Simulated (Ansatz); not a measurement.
# AlH5: the cost of one run

Program: Ansatz 0.2.0. Level of theory: DFT PBE, scalar-relativistic, plane waves, PAW. These are calculated values, not measurements.

1 further run of the same task is left out (set aside as unsound or not needed).

**1. The starting structure**

It takes space group P-1 (No. 2, triclinic). Conventional cell: a = 3.513 Å, b = 3.524 Å, c = 7.017 Å, α = 90.04°, β = 90.00°, γ = 90.21°. Around Al (site symmetry 1) lie 6 H at 1.74 to 1.77 Å. Around H (site symmetry 1) lie 2 Al at 1.74 to 1.77 Å. H (site symmetry 1) has 2 Al at 1.75 to 1.77 Å as nearest neighbours. H (site symmetry 1) is surrounded by 1 H at 0.75 Å. H (site symmetry -1) has 2 Al at 1.75 Å as nearest neighbours.

Coordinates:

```
Al H
1.0
     3.51270    0.00106   -0.00033
     0.01172    3.52382   -0.00204
     0.00017    0.00912    7.01660
Al H
2 10
Direct
  0.50913 0.50550 0.75000
  0.49087 0.49450 0.25000
  0.00537 0.49916 0.74986
  0.99463 0.50084 0.25014
  0.49741 0.00335 0.75017
  0.50259 0.99665 0.24983
  0.07144 0.03157 0.96379
  0.06369 0.04400 0.53654
  0.50000 0.50000 0.00000
  0.50000 0.50000 0.50000
  0.92856 0.96843 0.03621
  0.93631 0.95600 0.46346
```

It is the end of an earlier relaxation with the same method, from a generated guess; it needn't be the stable form of this composition. At a tolerance of 0.02 Å it has space group P-1 (No. 2); it has 7.24 Å³/atom, an uncorrected energy of +0.08 eV/atom over the elements.

**2. Static run: bands, density of states and charges**

input.yaml

```yaml
crystal:
  lattice:
    - [3.5127031658, 0.0010626629, -0.0003254087]
    - [0.0117230566, 3.5238220893, -0.0020412662]
    - [0.0001698546, 0.0091228058, 7.0166037547]
  atoms:
    - { symbol: Al, position: [0.5091333337, 0.5054953157, 0.7499971376] }
    - { symbol: Al, position: [0.4908666663, 0.4945046843, 0.2500028624] }
    - { symbol: H, position: [0.0053712606, 0.4991625237, 0.7498616172] }
    - { symbol: H, position: [0.9946287394, 0.5008374763, 0.2501383828] }
    - { symbol: H, position: [0.497410759, 0.0033469115, 0.7501724139] }
    - { symbol: H, position: [0.502589241, 0.9966530885, 0.2498275861] }
    - { symbol: H, position: [0.0714440804, 0.0315722668, 0.963794648] }
    - { symbol: H, position: [0.0636899225, 0.0440023613, 0.5365446101] }
    - { symbol: H, position: [0.5, 0.5, 0.0] }
    - { symbol: H, position: [0.5, 0.5, 0.5] }
    - { symbol: H, position: [0.9285559196, 0.9684277332, 0.036205352] }
    - { symbol: H, position: [0.9363100775, 0.9559976387, 0.4634553899] }
basis:
  ecutwfc: 420
kpoints:
  mp_grid: { grid: [10, 10, 6] }
  band_path:
    path:
      - [[0.0, 0.0, 0.0], [0.5, 0.0, 0.0]]
      - [[0.0, 0.0, 0.5], [0.0, 0.0, 0.0], [0.0, -0.5, 0.0]]
      - [[-0.5, -0.5, -0.5], [0.0, 0.0, 0.0], [0.0, -0.5, -0.5]]
      - [[-0.5, -0.5, 0.0], [0.0, 0.0, 0.0], [0.5, 0.0, -0.5]]
    npoints: 10
hamiltonian:
  xc: pbe
scf:
  occupations: { method: gaussian, width: 0.01 }
  n_extra_bands: 30
output:
  forces: true
  stress: true
  eigenvalues: true
  populations: true
  dos: { projected: true, de: 0.02, nscf_kmesh: { grid: [12, 12, 8] } }
  bader: false
  write_density: true
  write_potential: true
  elf: true
  volumetric_format: npy
```

Started as:

```console
$ ansatz run input.yaml --threads 1 --pin off --max-ram 2560MiB --backend cpu --events-out ev --progress --plain --runs-dir out
```

**Question.** How long does this run take on 1 thread of Intel Xeon at 2.70GHz, shared host, and how much memory does it need?

About 1.9 min, with a peak of 1.3 GiB.
